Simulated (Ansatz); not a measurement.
# AsH+ (sextet): the correlation ladder, cc-pVTZ

How much of the correlation energy of AsH+ (sextet) does each wave-function method recover here?

Computed with Ansatz 0.2.0, Gaussian basis. Level: cc-pVTZ, core rule «outside noble gas», up to 14 orbitals frozen.

The runs, in order: UHF; CCSD(T) on ROHF; CCSD(T) on UHF; BCCD(T) on ROHF; CISD; CCSDT(Q) on ROHF; CCSDT(Q) on UHF; CASSCF and MRCISD+Q, 5 electrons in 5 orbitals; CASSCF and MRCISD+Q(relaxed), 5 electrons in 5 orbitals; CASSCF and NEVPT2, 5 electrons in 5 orbitals; Full CI.

8 further runs of the same task are left out: 4 that didn't finish, 4 set aside as unsound or not needed.

### 1 The geometry

The geometry is a PBE0/def2-TZVP stationary point (not a proven minimum) of the parent state, kept for this charge and spin. No spin-orbit coupling is included. The filled d shell of As may be among the frozen orbitals whatever the setting's name suggests; the logs give the count.

2 atoms, charge 1, spin multiplicity 6.

Atoms are counted from 1 here; the program's logs count them from 0.

Bond lengths: As1–H2 1.641 Å.

### 2 UHF

in.yaml reads:

```yaml
crystal:
  periodic: [false, false, false]
  atoms:
    - {symbol: As, position_ang: [0.000000, 0.000000, 0.000000]}
    - {symbol: H, position_ang: [0.000000, 0.000000, 1.641400]}
basis:
  gaussian: {orbitals: cc-pVTZ}
total_charge: 1
magnetization: {spin_polarized: true, initial_magnetization: 5}
hamiltonian: {xc: hf}
output: {orbitals: {seedname: orbitals}}
```

Command:

```console
ansatz run in.yaml --threads 1 --pin off --events-out ev --progress --plain --max-ram 2393MiB
```

The runs that follow: CCSD(T) on ROHF; CCSD(T) on UHF; BCCD(T) on ROHF; CISD; CCSDT(Q) on ROHF; CCSDT(Q) on UHF; CASSCF and MRCISD+Q, 5 electrons in 5 orbitals; CASSCF and MRCISD+Q(relaxed), 5 electrons in 5 orbitals; CASSCF and NEVPT2, 5 electrons in 5 orbitals; Full CI.

Q: Predict the results of all the runs planned. Wanted: FCI below the RHF energy; RMP2 from FCI; UMP2 from FCI; RCCSD from FCI; RCCSD(T) from FCI; UCCSD(T) from FCI; RCCSDT(Q) from FCI; UCCSDT(Q) from FCI; NEVPT2 valence from FCI.

The runs gave:

| quantity | value |
| --- | --- |
| FCI below the RHF energy | -0.8268 eV |
| RMP2 from FCI | +205.6 meV |
| UMP2 from FCI | +150.2 meV |
| RCCSD from FCI | +12.0 meV |
| RCCSD(T) from FCI | +2.2 meV |
| UCCSD(T) from FCI | -52.4 meV |
| RCCSDT(Q) from FCI | -0.7 meV |
| UCCSDT(Q) from FCI | -55.2 meV |
| NEVPT2 valence from FCI | +322.7 meV |
| MRCISD+Q valence from FCI | +0.8 meV |
| MRCISD+Q(relaxed) valence from FCI | +0.8 meV |
| levels within 1 kcal/mol (43 meV) | CISD, RCCSD, UCCSD, RCCSD(T), BCCD(T), RCCSDT, RCCSDT(Q), MRCISD valence, MRCISD+Q valence, MRCISD+Q(relaxed) valence |
| T1 diagnostic | 0.004 |
| effectively unpaired electrons | 5.00 |

**Reading.** RCCSD(T) lands +2.2 meV from the yardstick (0.3 % of the correlation energy). CCSD(T) misses by +2.2 meV on the restricted determinant and by -52.4 meV on the unrestricted one; the two need not hold the same state or core. UCCSD, UCCSD(T), UCCSDT, UCCSDT(Q) fall below full CI: unrestricted runs freeze a spin-polarised core, another one than full CI's, and coupled cluster isn't variational. One determinant dominates. Of the multireference levels listed MRCISD+Q valence comes nearest in total energy (+0.8 meV), which doesn't show that its space is the better one. These misses are within one basis, not against nature; the frozen cores of restricted and unrestricted runs differ, which can shift their rows.
